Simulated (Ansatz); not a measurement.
Al₃Ga, space group Pm-3m: an equation of state with a fit, run with the Python package of Ansatz (0.2.0).

`al3ga_eos.py`
```python
"""Equation of state of Al3Ga."""

import warnings

import ansatz as az
import numpy as np
from pymatgen.analysis.eos import EOS

VECTORS = np.array([
    [4.002792, 0.0, 0.0],
    [0.0, 4.002792, 0.0],
    [0.0, 0.0, 4.002792],
])
SITES = [
    ("Al", (0.5, 0.5, 0.0)),
    ("Al", (0.0, 0.5, 0.5)),
    ("Al", (0.5, 0.0, 0.5)),
    ("Ga", (0.0, 0.0, 0.0)),
]


def build(cell):
    crystal = az.Crystal(lattice=az.Lattice.of(cell))
    for symbol, position in SITES:
        crystal = crystal.atom(symbol, position)
    return crystal

warnings.simplefilter("ignore", az.DeckWarning)

# uniform scaling of the cell
volumes, energies, pressures = [], [], []
for scale in np.linspace(0.95, 1.07, 5):
    cell = VECTORS * scale ** (1 / 3)
    setup = (
        build(cell).calculation()
        .occupations("fermi_dirac", width=0.1)
        .functional("r2scan")
        .pseudopotentials("paw")
        .basis(600)
        .kpoints(6, 6, 6)
        .stress()
    )
    data = setup.run(threads=1).report
    volumes.append(abs(np.linalg.det(cell)) / len(SITES))
    energies.append(data["free_energy_ev"] / len(SITES))
    pressures.append(np.trace(data["stress_gpa"]) / 3)
    print(f"V = {volumes[-1]:8.4f} A^3/atom  F = {energies[-1]:.5f} eV/atom  P = {pressures[-1]:8.3f} GPa")

for form in ["vinet", "birch_murnaghan", "pourier_tarantola"]:
    fit = EOS(eos_name=form).fit(volumes, energies)
    print(f"{form:18s} V0 {fit.v0:8.4f} A^3/atom  B0 {fit.b0_GPa:7.1f} GPa  B1 {fit.b1:5.2f}")
```

From its runs, with one value withheld:

| V (Å³/atom) | F less the lowest row shown (meV/atom) |
| --- | --- |
| 15.232 | 15.68 |
| 15.713 | 3.49 |
| 16.194 | 0.00 |
| 16.675 | 3.95 |
| 17.156 | ? |

What is the missing energy at 17.156 Å³ an atom?

A third-order Birch-Murnaghan fit, E = E0 + (9 V0 B0 / 16) [(t - 1)³ B' + (t - 1)² (6 - 4t)] with t = (V0/V)^(2/3), through the 4 rows shown gives V0 = 16.167 Å³, B0 = 83.8 GPa, B' = 4.27 and E0 = -0.01 meV. At V = 17.156 Å³, t = 0.96118, and the fit extrapolates to 14.25 meV. The run gave 14.19 meV, a miss of 0.06 meV.

Notes:
- For a metal this k-point mesh is coarse: on a finer one energies can move by several to tens of meV an atom and pressures by half a GPa or more, differences at one mesh by less.
- Pressure is positive in compression.
- The structure comes from a database of computed cells and needn't be a stable or known phase.
- Timing: 20 s on 1 thread of Arm Neoverse V2, on a shared host, peak memory 0.7 GiB.
